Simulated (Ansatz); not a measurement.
# BGe+ (quintet): wave-function methods side by side, cc-pVDZ

Aim: climb from Hartree-Fock through coupled cluster and multireference methods for BGe+ (quintet) at one geometry and basis, and see what each rung misses.

Program: Ansatz 0.2.0, Gaussian basis. Level of theory: cc-pVDZ, core rule «outside noble gas», up to 15 orbitals frozen. These are calculated values, not measurements.

Plan: UHF; CCSD(T) on ROHF; CCSD(T) on UHF; BCCD(T) on ROHF; CISD; CCSDT(Q) on ROHF; CCSDT(Q) on UHF; CISDTQ; CASSCF and MRCISD+Q, 6 electrons in 8 orbitals; CASSCF and NEVPT2, 6 electrons in 8 orbitals; Full CI.

9 further runs of the same task are left out: 4 that didn't finish, 5 set aside as unsound or not needed.

### 1 The system

The geometry is a PBE0/def2-TZVP stationary point (not a proven minimum) of the parent state, kept for this charge and spin. No spin-orbit coupling is included. The filled d shell of Ge may be among the frozen orbitals whatever the setting's name suggests; the logs give the count.

2 atoms, charge 1, spin multiplicity 5.

Atoms are counted from 1 here; the program's logs count them from 0.

Bond lengths: Ge1–B2 1.977 Å.

Geometry (Å):

```xyz
2

Ge    0.0000    0.0000    0.0000
B     0.0000    0.0000    1.9774
```

### 2 UHF

Input file in.yaml:

```yaml
crystal:
  periodic: [false, false, false]
  atoms:
    - {symbol: Ge, position_ang: [0.000000, 0.000000, 0.000000]}
    - {symbol: B, position_ang: [0.000000, 0.000000, 1.977400]}
basis:
  gaussian: {orbitals: cc-pVDZ}
total_charge: 1
magnetization: {spin_polarized: true, initial_magnetization: 4}
hamiltonian: {xc: hf}
output: {orbitals: {seedname: orbitals}}
```

The run is started by

```console
$ ansatz run in.yaml --threads 1 --pin off --events-out ev --progress --plain --max-ram 2393MiB
```

After this run come: CCSD(T) on ROHF; CCSD(T) on UHF; BCCD(T) on ROHF; CISD; CCSDT(Q) on ROHF; CCSDT(Q) on UHF; CISDTQ; CASSCF and MRCISD+Q, 6 electrons in 8 orbitals; CASSCF and NEVPT2, 6 electrons in 8 orbitals; Full CI.

**Question.** What will the summary of the whole plan be? Wanted: FCI below the RHF energy; RMP2 from FCI; UMP2 from FCI; RCCSD from FCI; RCCSD(T) from FCI; UCCSD(T) from FCI; RCCSDT(Q) from FCI; UCCSDT(Q) from FCI; NEVPT2 valence from FCI.

**Answer**, as computed:

```
                         quantity                                                                                     value
         FCI below the RHF energy                                                                                -2.8863 eV
                    RMP2 from FCI                                                                                +710.0 meV
                    UMP2 from FCI                                                                                +688.4 meV
                   RCCSD from FCI                                                                                +187.6 meV
                RCCSD(T) from FCI                                                                                 +47.8 meV
                UCCSD(T) from FCI                                                                                 +31.2 meV
               RCCSDT(Q) from FCI                                                                                  +2.1 meV
               UCCSDT(Q) from FCI                                                                                 -14.1 meV
          NEVPT2 valence from FCI                                                                                +319.7 meV
        MRCISD+Q valence from FCI                                                                                  -4.0 meV
levels within 1 kcal/mol (43 meV)  UCCSD(T), RCCSDT, UCCSDT, CISDTQ, RCCSDT(Q), UCCSDT(Q), MRCISD valence, MRCISD+Q valence
                    T1 diagnostic                                                                                     0.035
   effectively unpaired electrons                                                                                      4.04
```

RCCSD(T) lands +47.8 meV from the yardstick (1.7 % of the correlation energy). UCCSDT, UCCSDT(Q), MRCISD+Q valence fall below full CI: unrestricted runs freeze a spin-polarised core, another one than full CI's, and coupled cluster isn't variational. One determinant dominates. Of the multireference levels listed MRCISD+Q valence comes nearest in total energy (-4.0 meV), which doesn't show that its space is the better one. These misses are within one basis, not against nature; the frozen cores of restricted and unrestricted runs differ, which can shift their rows.
